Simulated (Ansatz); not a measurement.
# PtH2O (singlet): from Hartree-Fock to the top rungs at a displaced geometry (v2), def2-SVP

The task here is to estimate one member of a computed series from the others.

The runs use Ansatz 0.2.0, Gaussian basis; def2-SVP, core rule «outside noble gas», up to 5 orbitals frozen.

To be run: UHF; CCSD(T) on RHF; CCSD(T) on UHF; CISD; CCSDT(Q) on RHF.

14 further runs of the same task are left out: 3 for a known fault of the program, 2 that didn't finish, 9 set aside as unsound or not needed. Runs told in other sessions of the task aren't counted.

### The system

The geometry is a PBE0/def2-TZVP stationary point (not a proven minimum) with its atoms shifted at random (size 0.100 Å). No spin-orbit coupling is included. Elements past krypton take def2 core potentials.

4 atoms, charge 0, spin multiplicity 1.

Atoms are counted from 1 here; the program's logs count them from 0.

Bond lengths: Pt1–O2 2.039 Å, O2–H3 1.038 Å, O2–H4 0.997 Å. Angles: Pt1–O2–H3 99.3°, Pt1–O2–H4 98.3°, H3–O2–H4 95.1°.

The first run:

in.yaml reads:

```yaml
crystal:
  periodic: [false, false, false]
  atoms:
    - {symbol: Pt, position_ang: [0.017638, -0.000140, 0.173095]}
    - {symbol: O, position_ang: [-0.262444, 0.008234, -1.846865]}
    - {symbol: H, position_ang: [0.334458, -0.801449, -2.102132]}
    - {symbol: H, position_ang: [0.417567, 0.697800, -2.083918]}
basis:
  gaussian: {orbitals: def2-SVP}
magnetization: {spin_polarized: true, initial_magnetization: 0}
hamiltonian: {xc: hf}
output: {orbitals: {seedname: orbitals}}
```

Command:

```
$ ansatz run in.yaml --threads 1 --pin off --events-out ev --progress --plain --max-ram 2393MiB
```

Among the steps run: UHF; CCSD(T) on RHF; CCSD(T) on UHF; CISD; CCSDT(Q) on RHF.

One of the session's tables, all rows but one given; the rest of the session is left out.

```
   method  from RCCSDT(Q) (meV)
      RHF              +12937.3
      UHF              +12673.4
     RMP2                +255.5
     UMP2                +643.5
     CISD               +1727.3
    RCCSD                     ?
    UCCSD                +413.4
 RCCSD(T)                 +45.1
 UCCSD(T)                +105.4
   RCCSDT                 +25.8
RCCSDT(Q)                     0
```

**Question.** Estimate the row for RCCSD.

The run gave: from RCCSDT(Q) (meV): +388.8. In the column «from RCCSDT(Q) (meV)» it lies between RMP2 (+255.5) and UCCSD (+413.4).

Limits of these values: The determinant of HF (⟨S²⟩ 0.67) is far from a pure spin state, so its energy mixes those of several spin states; that is harmless only where they are near-degenerate. The determinant of CCSD(T) (⟨S²⟩ 0.67) is far from a pure spin state, so its energy mixes those of several spin states; high orders of coupled cluster remove much of that, low ones don't. Warnings: restricted reference is unstable; spin contamination; large T1 diagnostic. Restricted and unrestricted rows rest on different reference determinants; a gap between their highest levels can come from leftover correlation error, from unlike frozen cores or from another state.
